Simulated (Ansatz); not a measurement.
## GeH5NO, SMILES [NH2][GeH2][OH]: a rigid scan of one bond length

Program: Ansatz 0.2.0 through its Python package.

`scan_geh5no.py`:
```python
# -*- coding: utf-8 -*-
"""Stretching a bond of GeH5NO, the rest held rigid."""

import ansatz as az
import numpy as np

geometry_ang = [
    ("N", (-1.0258, 0.4616, -0.9206)),
    ("Ge", (0.4045, -0.0176, 0.0694)),
    ("O", (0.1174, -1.6675, 0.6857)),
    ("H", (-1.8121, 0.5439, -0.2796)),
    ("H", (-0.8981, 1.4833, -1.2535)),
    ("H", (0.5997, 0.9814, 1.2543)),
    ("H", (1.6984, 0.0083, -0.8237)),
    ("H", (1.0082, -1.8505, 1.2121)),
]
geometry = az.Crystal.molecule()
for symbol, xyz in geometry_ang:
    geometry = geometry.atom(symbol, xyz)

symbols = [site.symbol for site in geometry.cartesian_sites]
start = np.array([site.position_ang for site in geometry.cartesian_sites])
axis = (start[5] - start[1]) / np.linalg.norm(start[5] - start[1])
moving = [5]
lengths, energies = [1.375, 1.437, 1.5, 1.562, 1.625, 1.687, 1.75, 1.843], []
for length in lengths:
    xyz = start.copy()
    xyz[moving] += (length - np.linalg.norm(start[5] - start[1])) * axis
    point = az.Crystal.molecule()
    for symbol, place in zip(symbols, xyz):
        point = point.atom(symbol, place.tolist())
    calc = point.calculation().basis(gaussian="def2-SVP").functional("pbe")
    data = calc.run(threads=1).report
    energies.append(data["free_energy_ev"])
    print(f"r = {length:6.3f} A  E = {energies[-1]:.5f} eV  <S^2> = {abs(data['mean_field']['state']['spin_squared']):.3f}")

# quartic fit about the minimum
fit = np.polynomial.Polynomial.fit(lengths, np.array(energies) - min(energies), 4).convert()
roots = [r.real for r in fit.deriv().roots() if abs(r.imag) < 1e-9 and fit.deriv(2)(r.real) > 0]
r_e = min(roots, key=lambda r: abs(r - lengths[int(np.argmin(energies))]))
print(f"minimum of the fit at {r_e:.4f} A, force constant {fit.deriv(2)(r_e):.2f} eV/A^2")
```

`python scan_geh5no.py` gives:
```text
r =  1.375 A  E = -60113.98246 eV  <S^2> = 0.000
r =  1.437 A  E = -60114.20155 eV  <S^2> = 0.000
r =  1.500 A  E = -60114.32241 eV  <S^2> = 0.000
r =  1.562 A  E = -60114.36462 eV  <S^2> = 0.000
r =  1.625 A  E = -60114.34831 eV  <S^2> = 0.000
r =  1.687 A  E = -60114.28837 eV  <S^2> = 0.000
r =  1.750 A  E = -60114.19438 eV  <S^2> = 0.000
r =  1.843 A  E = -60114.01332 eV  <S^2> = 0.000
minimum of the fit at 1.5733 A, force constant 14.30 eV/A^2
```

Total energies depend on the basis set; only differences at equal settings carry meaning. The rest of the molecule is held rigid at a force-field or estimated start geometry, and the basis set is modest; single-reference methods fail as a bond breaks. The orbitals are restricted, so S² is zero by construction. Run time: 11 s on 1 thread of Intel(R) Xeon(R) Processor @ 2.30GHz, on a shared host, peak memory 0.23 GiB.
